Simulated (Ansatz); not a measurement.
# SnH2 (triplet): from Hartree-Fock to the top rungs, def2-TZVPD

An exercise on one series of results from a longer session: the logs are not shown, and one member is left open.

The runs use Ansatz 0.2.0, Gaussian basis; def2-TZVPD, core rule «outside noble gas», up to 9 orbitals frozen.

Plan: UHF; CCSD(T) on ROHF; CCSD(T) on UHF; BCCD(T) on ROHF; CCSDT(Q) on ROHF; CCSDT(Q) on UHF; CASSCF and MRCISD+Q, 6 electrons in 6 orbitals; CASSCF and NEVPT2, 6 electrons in 6 orbitals.

14 further runs of the same task are left out: 4 that didn't finish, 10 set aside as unsound or not needed.

## The system

The geometry is a PBE0/def2-TZVPD stationary point (not a proven minimum) of the parent state, kept for this charge and spin. No spin-orbit coupling is included. Elements past krypton take def2 core potentials.

3 atoms, charge 0, spin multiplicity 3.

Atoms are counted from 1 here; the program's logs count them from 0.

Bond lengths: Sn1–H2 1.804 Å, Sn1–H3 1.804 Å. Angles: H2–Sn1–H3 91.1°.

Geometry (Å):

```xyz
3
H2Sn
Sn    0.0000   -0.0211    0.0000
H     0.0000    1.2419   -1.2881
H     0.0000    1.2419    1.2881
```

The first run:

in.yaml

```yaml
crystal:
  periodic: [false, false, false]
  atoms:
    - {symbol: Sn, position_ang: [0.000000, -0.021089, 0.000000]}
    - {symbol: H, position_ang: [0.000000, 1.241896, -1.288086]}
    - {symbol: H, position_ang: [0.000000, 1.241874, 1.288107]}
basis:
  gaussian: {orbitals: def2-TZVPD}
magnetization: {spin_polarized: true, initial_magnetization: 2}
hamiltonian: {xc: hf}
output: {orbitals: {seedname: orbitals}}
```

Started as:

```
$ ansatz run in.yaml --threads 1 --pin off --events-out ev --progress --plain --max-ram 2393MiB
```

Steps of the session up to this table: UHF; CCSD(T) on ROHF; CCSD(T) on UHF; BCCD(T) on ROHF; CCSDT(Q) on ROHF; CCSDT(Q) on UHF; CASSCF and MRCISD+Q, 6 electrons in 6 orbitals; CASSCF and NEVPT2, 6 electrons in 6 orbitals.

One of the session's tables, all rows but one given; the rest of the session is left out.

```
          method  from RCCSDT(Q) (kcal/mol)
            ROHF                     +65.16
             UHF                     +63.34
            RMP2                     +16.46
            UMP2                     +15.85
           RCCSD                      +2.39
           UCCSD                      +1.82
        RCCSD(T)                      +0.56
        UCCSD(T)                      +0.03
         BCCD(T)                      +0.55
          RCCSDT                      +0.04
          UCCSDT                      -0.49
       RCCSDT(Q)                          0
       UCCSDT(Q)                      -0.54
  CASSCF valence                     +41.01
  NEVPT2 valence                     +12.20
  MRCISD valence                          ?
MRCISD+Q valence                      +0.21
```

**Question.** Estimate the row for MRCISD valence.

The run gave: from RCCSDT(Q) (kcal/mol): +1.96. In the column «from RCCSDT(Q) (kcal/mol)» it lies between UCCSD (+1.82) and RCCSD (+2.39).

Caveats from the session: Restricted and unrestricted rows rest on different reference determinants; where their highest levels disagree by more than a few hundredths of an eV, they describe different states and don't form one ladder.
